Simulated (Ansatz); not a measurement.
# GaH₃NO radical: one species, many methods

An exercise on one series of results from a longer session: the logs are not shown, and one member is left open.

The runs use Ansatz 0.2.0, Gaussian basis; functionals in def2-TZVPP, the program's frozen cores in correlated methods.

Plan: LDA (SPW92), PBE-D4, revPBE-D4, BLYP-D4, r2SCAN-D4, B97M-V, PBE0-D4, B3LYP-D4, r2SCANh-D4, r2SCAN0-D4, HSE06-D4, BHLYP-D4, CAM-B3LYP-D4, LC-ωPBE, ωB97X-V, ωB97M-V, B2PLYP, PBE-QIDH; CCSD(T)/def2-SVP; CCSD(T)/def2-TZVPP; MP2/def2-QZVPP; extrapolation to the limit; RPA on PBE.

## The relaxed structure

An earlier PBE0-D4 in a triple-zeta def2 set relaxation fixed the geometry.

SMILES `[NH2][Ga][OH]`, 6 atoms, charge 0, spin multiplicity 2.

Atoms are counted from 1 here; the program's logs count them from 0.

Bond lengths: N1–Ga2 1.856 Å, N1–H4 1.010 Å, N1–H5 1.013 Å, Ga2–O3 1.803 Å, O3–H6 0.962 Å. Angles: Ga2–N1–H4 117.4°, Ga2–N1–H5 116.5°, H4–N1–H5 109.3°, N1–Ga2–O3 117.5°, Ga2–O3–H6 112.9°.

Set-up of the first run:

The input, in.yaml:

```yaml
crystal:
  periodic: [false, false, false]
  atoms:
    - {symbol: N, position_ang: [0.818259, 0.748115, -0.272496]}
    - {symbol: Ga, position_ang: [0.079421, -0.917118, -0.624985]}
    - {symbol: O, position_ang: [-1.210985, -1.506716, 0.487077]}
    - {symbol: H, position_ang: [1.452630, 1.129652, -0.959579]}
    - {symbol: H, position_ang: [0.176846, 1.471749, 0.028267]}
    - {symbol: H, position_ang: [-1.274072, -0.989583, 1.295515]}
basis:
  gaussian: {orbitals: def2-TZVPP}
magnetization: {spin_polarized: true, initial_magnetization: 1}
hamiltonian: {xc: lda}
output: {orbitals: {seedname: orbitals}}
```

Among the steps run: LDA; PBE-D4 (GGA); revPBE-D4 (GGA); BLYP-D4 (GGA); r2SCAN-D4 (meta-GGA); B97M-V (meta-GGA); PBE0-D4 (hybrid); B3LYP-D4 (hybrid); r2SCANh-D4 (hybrid); r2SCAN0-D4 (hybrid); HSE06-D4 (hybrid); BHLYP-D4 (hybrid); CAM-B3LYP-D4 (range-separated); LC-ωPBE-D4 (range-separated; the results give it without D4); ωB97X-V (range-separated); ωB97M-V (range-separated); B2PLYP (double hybrid); PBE-QIDH (double hybrid).

One table of the session follows, with a row left open; its other results are not shown here.

It belongs to the step «Frontier levels by functional». 

| functional | HOMO (eV) | LUMO (eV) | gap (eV) |
| --- | --- | --- | --- |
| LDA (SPW92) | -5.08 | -4.12 | 0.97 |
| PBE-D4 | -4.99 | -3.76 | 1.23 |
| revPBE-D4 | -4.95 | -3.61 | 1.34 |
| BLYP-D4 | -4.83 | -3.86 | 0.98 |
| r2SCAN-D4 | -5.37 | -3.35 | 2.01 |
| B97M-V | -5.11 | -3.99 | 1.12 |
| PBE0-D4 | -6.12 | -2.79 | 3.33 |
| B3LYP-D4 | -5.89 | -3.28 | 2.61 |
| r2SCANh-D4 | -5.78 | -3.04 | 2.74 |
| r2SCAN0-D4 | ? | ? | ? |
| HSE06-D4 | -5.72 | -3.17 | 2.55 |
| BHLYP-D4 | -7.07 | -2.09 | 4.99 |
| CAM-B3LYP-D4 | -7.39 | -2.01 | 5.38 |
| LC-ωPBE | -8.75 | -0.44 | 8.32 |
| ωB97X-V | -8.26 | -0.87 | 7.39 |
| ωB97M-V | -8.18 | -1.09 | 7.09 |

Estimate the missing values for r2SCAN0-D4.

Worked estimate for «HOMO (eV)». Against the share of exact exchange, r2SCAN-D4 (0, -5.37), r2SCANh-D4 (0.1, -5.78) give a slope of -4.10 per unit share; at 0.25 the line stands at -6.39.

**Answer.** HOMO (eV): -6.40; LUMO (eV): -2.58; gap (eV): 3.82. In «HOMO (eV)» the line misses by +0.01.
